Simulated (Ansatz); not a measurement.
# C₂H₇NSn: how energies converge with the basis set

The task here is to estimate one member of a computed series from the others.

Computed with Ansatz 0.2.0, Gaussian basis. Level: one geometry, several basis sets.

Levels to be run: PBE0-D4/def2-SVP; ωB97M-V/def2-SVP; PBE0-D4/def2-QZVPP; ωB97M-V/def2-QZVPP; the functionals' def2-TZVPP values are taken from earlier runs.

1 further run of the same task is left out (for a known fault of the program).

### The relaxed structure

All runs share one geometry, relaxed beforehand with PBE0-D4 in a triple-zeta def2 set. Sn takes the def2 core potential; no spin-orbit term is included.

SMILES `C[CH2][Sn][NH2]`, 11 atoms, charge 0, spin multiplicity 1.

Atoms are counted from 1 here; the program's logs count them from 0.

Bond lengths: C1–C2 1.526 Å, C1–H5 1.094 Å, C1–H6 1.095 Å, C1–H7 1.095 Å, C2–Sn3 2.205 Å, C2–H8 1.095 Å, C2–H9 1.094 Å, Sn3–N4 2.015 Å, N4–H10 1.009 Å, N4–H11 1.008 Å. Angles: C2–C1–H5 111.7°, C2–C1–H6 112.2°, C2–C1–H7 111.9°, H5–C1–H6 107.2°, H5–C1–H7 106.9°, H6–C1–H7 106.7°, C1–C2–Sn3 111.6°, C1–C2–H8 110.7°, C1–C2–H9 110.5°, Sn3–C2–H8 107.9°, Sn3–C2–H9 109.0°, H8–C2–H9 107.0°, C2–Sn3–N4 92.6°, Sn3–N4–H10 124.9°, Sn3–N4–H11 123.9°, H10–N4–H11 111.3°.

The first run:

File in.yaml:

```yaml
crystal:
  periodic: [false, false, false]
  atoms:
    - {symbol: C, position_ang: [-0.949416, 1.034816, 0.391073]}
    - {symbol: C, position_ang: [-0.269621, -0.182384, 1.011083]}
    - {symbol: Sn, position_ang: [1.850796, -0.314654, 0.421223]}
    - {symbol: N, position_ang: [1.391089, -1.015798, -1.411329]}
    - {symbol: H, position_ang: [-0.918471, 1.002152, -0.701950]}
    - {symbol: H, position_ang: [-2.002316, 1.113520, 0.682408]}
    - {symbol: H, position_ang: [-0.468316, 1.970425, 0.695309]}
    - {symbol: H, position_ang: [-0.765144, -1.106583, 0.694831]}
    - {symbol: H, position_ang: [-0.333075, -0.142762, 2.102466]}
    - {symbol: H, position_ang: [0.455415, -1.206906, -1.738265]}
    - {symbol: H, position_ang: [2.074558, -1.208826, -2.126251]}
basis:
  gaussian: {orbitals: def2-SVP}
hamiltonian: {xc: pbe0, dispersion: d4}
output: {orbitals: {seedname: orbitals}}
```

The run is started by

```bash
ansatz run in.yaml --threads 4 --pin off --events-out ev --progress --plain --max-ram 10444MiB
```

Steps of the session up to this table: PBE0-D4 in def2-SVP; ωB97M-V in def2-SVP; PBE0-D4 in def2-QZVPP; ωB97M-V in def2-QZVPP.

One table of the session follows, with a row left open; its other results are not shown here.

| functional | basis | HOMO (eV) | LUMO (eV) |
| --- | --- | --- | --- |
| PBE0-D4 | def2-SVP | -5.86 | -1.53 |
| PBE0-D4 | def2-TZVPP | -5.94 | -1.69 |
| PBE0-D4 | def2-QZVPP | -5.97 | -1.73 |
| ωB97M-V | def2-SVP | -7.91 | 0.27 |
| ωB97M-V | def2-TZVPP | -8.01 | 0.00 |
| ωB97M-V | def2-QZVPP | ? | ? |

Q: Estimate the row for ωB97M-V, def2-QZVPP from the others.

As computed: HOMO (eV): -8.04; LUMO (eV): -0.08. In the column «HOMO (eV)» it is the lowest.
